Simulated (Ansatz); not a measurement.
**CH₃FOSi: ionisation energy by level of theory**

One table from this session's results is given with a row withheld; the runs are named, their logs left out.

Method: unrestricted cation, the program's frozen cores in correlated methods; program: Ansatz 0.2.0, Gaussian basis.

Levels to be run: UKS PBE-D4/def2-TZVPP; UKS r2SCAN-D4/def2-TZVPP; UKS PBE0-D4/def2-TZVPP; UKS B3LYP-D4/def2-TZVPP; UKS wB97X-V/def2-TZVPP; UKS wB97M-V/def2-TZVPP; UKS B2PLYP/def2-TZVPP; UHF-CCSD(T)/def2-TZVPP; UHF-MP2/def2-QZVPP; extrapolation to the limit; then −ε(HOMO) from the neutral's earlier runs with LDA (SPW92), PBE-D4, revPBE-D4, BLYP-D4, r2SCAN-D4, B97M-V, PBE0-D4, B3LYP-D4, r2SCANh-D4, r2SCAN0-D4, HSE06-D4, BHLYP-D4, CAM-B3LYP-D4, LC-ωPBE, ωB97X-V, ωB97M-V.

### The geometry

All runs share one geometry, relaxed beforehand with PBE0-D4 in a triple-zeta def2 set.

SMILES `O=C[SiH2]F`, 7 atoms, charge 0, spin multiplicity 1.

Atoms are counted from 1 here; the program's logs count them from 0.

Bond lengths: O1–C2 1.206 Å, C2–Si3 1.917 Å, C2–H5 1.115 Å, Si3–F4 1.600 Å, Si3–H6 1.480 Å, Si3–H7 1.480 Å. Angles: O1–C2–Si3 117.9°, O1–C2–H5 120.1°, Si3–C2–H5 122.0°, C2–Si3–F4 109.7°, C2–Si3–H6 108.7°, C2–Si3–H7 108.6°, F4–Si3–H6 109.1°, F4–Si3–H7 109.1°, H6–Si3–H7 111.7°.

Geometry (Å):

```xyz
7

O     0.58322   -1.73248    0.86546
C     0.17853   -1.13588   -0.10162
Si   -0.10485    0.75319    0.06222
F    -0.63892    1.34115   -1.32628
H    -0.01951   -1.68257   -1.05276
H    -1.12237    0.99037    1.11103
H     1.18521    1.39813    0.39606
```

Set-up of the first run:

Contents of in.yaml:

```yaml
crystal:
  periodic: [false, false, false]
  atoms:
    - {symbol: O, position_ang: [0.583223, -1.732483, 0.865457]}
    - {symbol: C, position_ang: [0.178529, -1.135882, -0.101619]}
    - {symbol: Si, position_ang: [-0.104850, 0.753188, 0.062217]}
    - {symbol: F, position_ang: [-0.638922, 1.341154, -1.326283]}
    - {symbol: H, position_ang: [-0.019513, -1.682572, -1.052762]}
    - {symbol: H, position_ang: [-1.122375, 0.990370, 1.111028]}
    - {symbol: H, position_ang: [1.185206, 1.398127, 0.396062]}
basis:
  gaussian: {orbitals: def2-TZVPP}
total_charge: 1
magnetization: {spin_polarized: true, initial_magnetization: 1}
hamiltonian: {xc: pbe, dispersion: d4}
```

The run is started by

```bash
ansatz run in.yaml --threads 2 --pin off --events-out ev --progress --plain --max-ram 4352MiB
```

Among the steps run: Cation, UKS PBE-D4/def2-TZVPP; Cation, UKS r2SCAN-D4/def2-TZVPP; Cation, UKS PBE0-D4/def2-TZVPP; Cation, UKS B3LYP-D4/def2-TZVPP; Cation, UKS wB97X-V/def2-TZVPP; Cation, UKS wB97M-V/def2-TZVPP; Cation, UKS B2PLYP (frozen core)/def2-TZVPP; Cation, UHF-CCSD(T)/def2-TZVPP; Cation, UHF-MP2/def2-QZVPP.

One table of the session follows, with a row left open; its other results are not shown here.

Orbital estimates, from the neutral's runs:

| functional | −ε(HOMO) (eV) |
| --- | --- |
| LDA (SPW92) | 6.04 |
| PBE-D4 | 5.91 |
| revPBE-D4 | 5.85 |
| BLYP-D4 | 5.84 |
| r2SCAN-D4 | 6.18 |
| B97M-V | 6.36 |
| PBE0-D4 | 7.41 |
| B3LYP-D4 | 7.20 |
| r2SCANh-D4 | 6.75 |
| r2SCAN0-D4 | 7.61 |
| HSE06-D4 | 7.00 |
| BHLYP-D4 | 8.89 |
| CAM-B3LYP-D4 | 8.85 |
| LC-ωPBE | ? |
| ωB97X-V | 9.81 |
| ωB97M-V | 9.72 |

Estimate the missing values for LC-ωPBE.

**Answer.** −ε(HOMO) (eV): 10.11. In the column «−ε(HOMO) (eV)» it is the highest.
